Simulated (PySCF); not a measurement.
# CHNTl (Tl(HCN)3+): the cost of one run

Program: PySCF 2.14.0. Level of theory: PBE0, Tl def2-SVP with ECP60, N def2-SVP, C def2-SVP, H def2-SVP; scalar-relativistic core potentials, no spin–orbit coupling. These are calculated values, not measurements.

1 further run of the same task is left out (for a known fault of the program).

## Step 1: Where the work starts

4 atoms, charge 3, spin multiplicity 1.

Bond lengths: Tl1–N2 2.054 Å, N2–C3 1.163 Å, C3–H4 1.136 Å. Angles: Tl1–N2–C3 180.0°, N2–C3–H4 180.0°.

Coordinates:

```xyz
4
CHNTl
Tl    0.0000    0.0000   -0.1769
N     0.0000    0.0000    1.8767
C     0.0000    0.0000    3.0395
H     0.0000    0.0000    4.1754
```

Formal oxidation states: Tl +3. An earlier session relaxed this geometry at PBE0, Tl def2-SVP with ECP60, N def2-SVP, C def2-SVP, H def2-SVP (singlet, point group C∞v).

Its energy there is -264.050601 Eh.

## Step 2: One electron removed, multiplicity 2

Contents of run.py (the lines that set the calculation):

```python
mol = gto.M(atom='''
Tl     0.00000     0.00000    -0.17691
N      0.00000     0.00000     1.87669
C      0.00000     0.00000     3.03947
H      0.00000     0.00000     4.17545''',
    basis={'Tl': 'def2-SVP', 'N': 'def2-SVP', 'C': 'def2-SVP', 'H': 'def2-SVP'},
    ecp={'Tl': 'def2-SVP'},
    charge=4, spin=1)
mf = dft.UKS(mol, xc='PBE0')
mf.grids.atom_grid = (50, 194)
mf = mf.density_fit()  # fitting sets: Tl def2-universal-JKFIT, N def2-universal-JKFIT, C def2-universal-JKFIT, H def2-universal-JKFIT
mf.conv_tol = 1e-08; mf.max_cycle = 55
mf.kernel(dm0)  # dm0: the density of the relaxed state
```

Launch:

```
> OMP_NUM_THREADS=2 python run.py
```

**Question.** How long does this run take on 2 threads of Intel Xeon at 2.50GHz (Skylake/Cascade Lake), shared host?

About 2.7 s.
